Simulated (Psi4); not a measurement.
# U-wB97X/6-31G(d) (spherical functions) run of CH4ClGeO (SMILES [CH3][Ge]([OH])[Cl])

What is the energy change on altering one bond length of CH4ClGeO at U-wB97X/6-31G* (spherical functions)? 

The calculation is run with Psi4 1.11.

4 further runs of the same task are left out: 4 set aside as unsound or not needed. Runs told in other sessions of the task aren't counted.

## 1. The molecule

The species is CH4ClGeO (8 atoms), meant as a doublet with charge 0. As SMILES, `[CH3][Ge]([OH])[Cl]`. The shape is that of a PBE0-D4/def2-TZVP optimisation. This is one conformer, not always the lowest.

Bond lengths: C1–Ge2 1.958 Å, Ge2–O3 1.780 Å, Ge2–Cl4 2.184 Å, C1–H5 1.090 Å, C1–H6 1.092 Å, C1–H7 1.089 Å, O3–H8 0.961 Å. Angles: C1–Ge2–O3 104.8°, C1–Ge2–Cl4 109.0°, O3–Ge2–Cl4 106.9°, Ge2–C1–H5 109.2°, Ge2–C1–H6 107.2°, Ge2–C1–H7 109.9°, Ge2–O3–H8 113.2°, H5–C1–H6 110.0°, H5–C1–H7 110.2°, H6–C1–H7 110.2°.

## 2. Energy and forces at U-wB97X/6-31G(d) (spherical functions)

Input file ch4clgeo.xyz:

```xyz
8
CH4ClGeO
C      0.070000     1.235100    -0.045900
Ge    -0.661500    -0.553500     0.272700
O      0.714600    -1.504600     0.880000
Cl    -1.247100    -1.432100    -1.639400
H      0.419500     1.652400     0.898100
H      0.906900     1.122600    -0.737600
H     -0.694800     1.876200    -0.480900
H      0.584600    -2.453200     0.797100
```

Input file calc.py:

```python
import psi4

psi4.set_memory('2200 MB')
psi4.set_num_threads(1)
psi4.core.set_output_file('run.log', False)

with open('ch4clgeo.xyz') as f:
    atoms = ''.join(f.readlines()[2:])
geom = psi4.geometry('0 2\n' + atoms + 'symmetry c1\nno_reorient\nno_com')

options = {'reference': 'uks', 'puream': True, 'e_convergence': 1e-09, 'd_convergence': 1e-08, 'scf_type': 'pk', 'dft_radial_points': 99, 'dft_spherical_points': 590, 'maxiter': 100}
psi4.set_options(options)

energy_value, wavefunction = psi4.gradient('wb97x/6-31G*', return_wfn=True)
print('gradient / Eh bohr^-1')
print(energy_value.np.round(6))
print(f'energy = {wavefunction.energy():.10f} Eh')
```

The run is started by

```sh
$ python calc.py
```

run.log:

```text
[...]
  Running in c1 symmetry.
[...]
  Nuclear repulsion =  363.285753670846702
[...]
  Multiplicity = 2
[...]
  Nalpha       = 34
  Nbeta        = 33
[...]
    Number of basis functions: 86
[...]
   @UKS iter   1: -2651.34565811502125   -2.65955e+00   3.10305e-02 ADIIS/DIIS
[...]
   @UKS iter  15: -2652.67837883278798   -6.36646e-12   4.35553e-09 DIIS
[...]
   @S^2 Observed:                7.539686569E-01
[...]
    Orbital Energies [Eh]
    ---------------------
    Alpha Occupied:
       1A   -398.575834     2A   -101.475598     3A    -49.861188
       4A    -44.386793     5A    -44.385903     6A    -44.384994
       7A    -19.224481     8A    -10.279118     9A     -9.527735
      10A     -7.287912    11A     -7.281250    12A     -7.280848
      13A     -6.372642    14A     -4.548326    15A     -4.546107
      16A     -4.543210    17A     -1.362956    18A     -1.358659
      19A     -1.356399    20A     -1.355264    21A     -1.353896
      22A     -1.122899    23A     -0.935329    24A     -0.849457
      25A     -0.664742    26A     -0.573637    27A     -0.540576
      28A     -0.530750    29A     -0.482042    30A     -0.462586
      31A     -0.451584    32A     -0.419426    33A     -0.412310
      34A     -0.308299
[...]
  @UKS Final Energy: -2652.67837883278798
   => Energetics <=
    Nuclear Repulsion Energy =            363.2857536708467023
    One-Electron Energy =               -4410.8956681712388672
    Two-Electron Energy =                1489.7994483692823451
    DFT Exchange-Correlation Energy =     -94.8679127016780939
    Empirical Dispersion Energy =           0.0000000000000000
    VV10 Nonlocal Energy =                  0.0000000000000000
    Total Energy =                      -2652.6783788327879847
  UHF NO Occupations:
  HONO-2 :   32  A 1.9993230
  HONO-1 :   33  A 1.9992321
[...]
 Multipole Moments:
 ------------------------------------------------------------------------------------
     Multipole            Electronic (a.u.)      Nuclear  (a.u.)        Total (a.u.)
 ------------------------------------------------------------------------------------
 L = 1.  Multiply by 2.5417464519 to convert [e a0] to [Debye]
 Dipole X            :         66.2434864          -66.1700831            0.0734033
 Dipole Y            :         84.4482912          -84.0661674            0.3821238
 Dipole Z            :         23.0030817          -22.4917093            0.5113724
 Magnitude           :                                                    0.6425794
[...]
  -Total Gradient:
     Atom            X                  Y                   Z
    ------   -----------------  -----------------  -----------------
       1        0.000289464202     0.001556874986     0.000457741634
       2        0.002513488213    -0.002027381059    -0.003197107449
       3       -0.004405781038    -0.003554749491    -0.001832996768
       4        0.000849681169     0.001174897956     0.003673688618
       5       -0.000604126354    -0.000771207198    -0.001362837121
       6       -0.001146527609    -0.000268345996     0.000896931927
       7        0.001167219255    -0.001396214243     0.000798501818
       8        0.001394628761     0.005286714402     0.000572666188
[...]
```

On the terminal:

```text
gradient / Eh bohr^-1
[[ 0.000289  0.001557  0.000458]
 [ 0.002513 -0.002027 -0.003197]
 [-0.004406 -0.003555 -0.001833]
 [ 0.00085   0.001175  0.003674]
 [-0.000604 -0.000771 -0.001363]
 [-0.001147 -0.000268  0.000897]
 [ 0.001167 -0.001396  0.000799]
 [ 0.001395  0.005287  0.000573]]
energy = -2652.6783788328 Eh
```

It took 91 s on 1 thread of Intel Xeon Platinum 8175M at 2.50GHz (Skylake/Cascade Lake), shared host; peak memory 1.2 GiB.

## 3. The distorted shape

Input file ch4clgeo.xyz:

```xyz
8
CH4ClGeO
C     -0.342823     1.520425    -0.228087
Ge    -1.074323    -0.268175     0.090513
O      0.714600    -1.504600     0.880000
Cl    -1.659923    -1.146775    -1.821587
H      0.006677     1.937725     0.715913
H      0.494077     1.407925    -0.919787
H     -1.107623     2.161525    -0.663087
H      0.584600    -2.453200     0.797100
```

Input file ch4clgeo_ase.py:

```python
import numpy as np
from ase.calculators.psi4 import Psi4
from ase.io import read

mol = read('ch4clgeo.xyz')
calc = Psi4(atoms=mol, method='wb97x', basis='6-31G*', memory='2200MB', num_threads=1, charge=0, multiplicity=2, label='calc', reference='uks')
calc.psi4.set_options({'puream': True, 'e_convergence': 1e-09, 'd_convergence': 1e-08, 'scf_type': 'pk', 'dft_radial_points': 99, 'dft_spherical_points': 590, 'maxiter': 100})
mol.calc = calc

forces = mol.get_forces()
print(f'energy: {mol.get_potential_energy():.6f} eV')
print('forces / eV A^-1')
print(np.round(forces, 5))
```

The run is started by

```sh
$ python ch4clgeo_ase.py
```

calc.dat (excerpt; [...] marks lines left out):

```text
[...]
  Running in c1 symmetry.
[...]
  Nuclear repulsion =  339.881612283033803
[...]
  Multiplicity = 2
[...]
  Nalpha       = 34
  Nbeta        = 33
[...]
    Number of basis functions: 86
[...]
   @UKS iter   1: -2651.23291112816150   -3.04117e+00   3.10471e-02 DIIS/ADIIS
[...]
   @UKS iter  20: -2652.62226424911614   -1.18234e-11   8.22457e-09 DIIS
[...]
   @S^2 Observed:                7.763463552E-01
[...]
  @UKS Final Energy: -2652.62226424911614
   => Energetics <=
    Nuclear Repulsion Energy =            339.8816122830338031
    One-Electron Energy =               -4363.6907131630377989
    Two-Electron Energy =                1465.9696900553922205
    DFT Exchange-Correlation Energy =     -94.7828534245041681
    Empirical Dispersion Energy =           0.0000000000000000
    VV10 Nonlocal Energy =                  0.0000000000000000
    Total Energy =                      -2652.6222642491156876
  UHF NO Occupations:
  HONO-2 :   32  A 1.9992992
  HONO-1 :   33  A 1.9880768
[...]
 Multipole Moments:
 ------------------------------------------------------------------------------------
     Multipole            Electronic (a.u.)      Nuclear  (a.u.)        Total (a.u.)
 ------------------------------------------------------------------------------------
 L = 1.  Multiply by 2.5417464519 to convert [e a0] to [Debye]
 Dipole X            :         -5.9174800            5.5365521           -0.3809279
 Dipole Y            :         -2.7056825            3.5132893            0.8076067
 Dipole Z            :          1.5371822           -1.3633661            0.1738161
 Magnitude           :                                                    0.9096960
[...]
  -Total Gradient:
     Atom            X                  Y                   Z
    ------   -----------------  -----------------  -----------------
       1       -0.002811753098     0.002242372304     0.001345413141
       2       -0.046739402019     0.044555200622    -0.024836661344
       3        0.040471629252    -0.048190672019     0.018233531993
       4       -0.001228484985    -0.003319921078    -0.000440428994
       5       -0.000497423324    -0.000068862227    -0.001485055783
       6       -0.001158394717    -0.000867418614     0.001318835916
       7        0.002241628715    -0.001105787409     0.001641264747
       8        0.009721373688     0.006737095713     0.004191910866
[...]
```

Standard output:

```text
energy: -72181.528409 eV
forces / eV A^-1
[[ 0.14459 -0.11531 -0.06918]
 [ 2.40344 -2.29112  1.27715]
 [-2.08113  2.47806 -0.93761]
 [ 0.06317  0.17072  0.02265]
 [ 0.02558  0.00354  0.07636]
 [ 0.05957  0.0446  -0.06782]
 [-0.11527  0.05686 -0.0844 ]
 [-0.49989 -0.34644 -0.21556]]
```

Run time: 1.7 min. Hardware: 1 thread of Intel Xeon Platinum 8175M at 2.50GHz (Skylake/Cascade Lake), shared host; peak memory 1.2 GiB.

## 4. Results

At U-wB97X/6-31G* (spherical functions):

```
                                                          quantity           value
                                         first shape: total energy  -2652.67838 Eh
                                        first shape: dipole moment          1.63 D
                   first shape: HOMO energy (highest over α and β)        -8.39 eV
                    first shape: LUMO energy (lowest over α and β)        -1.46 eV
                                                 first shape: ⟨S²⟩           0.754
                             first shape: largest force on an atom      0.306 eV/Å
                                     distorted shape: total energy  -2652.62226 Eh
                                    distorted shape: dipole moment          2.31 D
               distorted shape: HOMO energy (highest over α and β)        -9.03 eV
                distorted shape: LUMO energy (lowest over α and β)        -2.09 eV
                                             distorted shape: ⟨S²⟩           0.776
                         distorted shape: largest force on an atom      3.558 eV/Å
energy change with the Ge2–O3 bond stretched from 1.780 to 2.313 Å        1.527 eV
```

In words: With the Ge2–O3 bond stretched from 1.780 to 2.313 Å the energy rises by 1.53 eV (147 kJ/mol). The first shape isn't relaxed at this level, so the change isn't measured from a minimum. The largest force (first shape) is 0.31 eV/Å: the shape isn't a stationary point for this species at this level. With no_com the log's rotational constants are taken about the origin, not the centre of mass, so they aren't the molecule's.
